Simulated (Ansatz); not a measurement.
Working through a scan of one input key of I, space group C2/m

Program: Ansatz's Python interface.

Input file `i.cif`:
```cif
data_I
_cell_length_a 4.492468
_cell_length_b 4.492468
_cell_length_c 2.880427
_cell_angle_alpha 108.53898
_cell_angle_beta 108.53898
_cell_angle_gamma 111.19227
_symmetry_space_group_name_H-M 'P 1'
_symmetry_Int_Tables_number 1
loop_
_symmetry_equiv_pos_as_xyz
'x, y, z'
loop_
_atom_site_label
_atom_site_type_symbol
_atom_site_fract_x
_atom_site_fract_y
_atom_site_fract_z
I1 I    0.500000    0.500000    0.500000
```

Interactive session:
```pycon
>>> import warnings
>>> import ansatz as az
>>> from ase.io import read
>>> import pandas as pd
>>> SETTINGS = {
...     "xc": "pbesol",
...     "k_length": 20,
...     "cutoff": 470,
...     "occupations": "gaussian",
...     "sigma": 0.1,
... }
>>> warnings.simplefilter("ignore", az.DeckWarning)
>>> atoms = read("i.cif")
>>> system = az.Crystal.from_ase(atoms)
>>> [site.symbol for site in system.resolved().sites]
['I']
>>> job = (
...     system.calculation()
...     .functional(SETTINGS["xc"])
...     .kpoints(length=SETTINGS["k_length"])
...     .basis(SETTINGS["cutoff"])
...     .occupations(SETTINGS["occupations"], width=SETTINGS["sigma"])
...     .band_table()
... )
>>> typed = job.input()
>>> rows = []
>>> for value in [2, 5, 10]:
...     edited = typed.set(az.key.scf.mixing.ndim, value)
...     summary = az.Session.from_dict(edited).plan().execute().report
...     rows.append((value, summary["free_energy_ev"], summary["n_iterations"], len(summary["eigenvalues_ev"][0]) if "eigenvalues_ev" in summary else 0))
...

>>> print(pd.DataFrame(rows, columns=["history", "F eV", "iterations", "bands listed"]).round(4).to_string(index=False))
 history       F eV  iterations  bands listed
       2 -7432.2337           7            13
       5 -7432.2337           6            13
      10 -7432.2337           6            13
>>> print(edited.to_yaml())
crystal:
  lattice:
    - [4.492468, 0.0, 0.0]
    - [-1.6240217160302173, 4.188653983905363, 0.0]
    - [-0.9158310599021621, -1.3373439966721279, 2.3810972694563537]
  atoms:
    - { symbol: I, position: [0.5, 0.5, 0.5] }
basis:
  ecutwfc: 470.0
kpoints:
  mp_grid:
    grid: [5, 5, 8]
hamiltonian:
  xc: pbesol
scf:
  occupations:
    method: gaussian
    width: 0.1
  mixing:
    ndim: 10
output:
  eigenvalues: true
```

Notes:
- Absolute energies stand on the zero of these potentials, so only differences at equal settings mean something. A total without «per atom» is that of the cell as typed.
- The cell holds an odd number of electrons and is run without spin, so a magnetic state may lie lower.
- For a metal this k-point mesh is coarse: on a finer one energies can move by several to tens of meV an atom and pressures by half a GPa or more, differences at one mesh by less.
- Within a few hundredths of an angstrom the cell has the higher group Immm; the lower one is a small distortion.
- This isn't the structure that I takes at ambient conditions.
- Timing: 6.5 s on 1 thread of Arm Neoverse V2, with other jobs on the host, peak memory 0.46 GiB.

(Lines on the test bed's own set-up are left out of the output.)
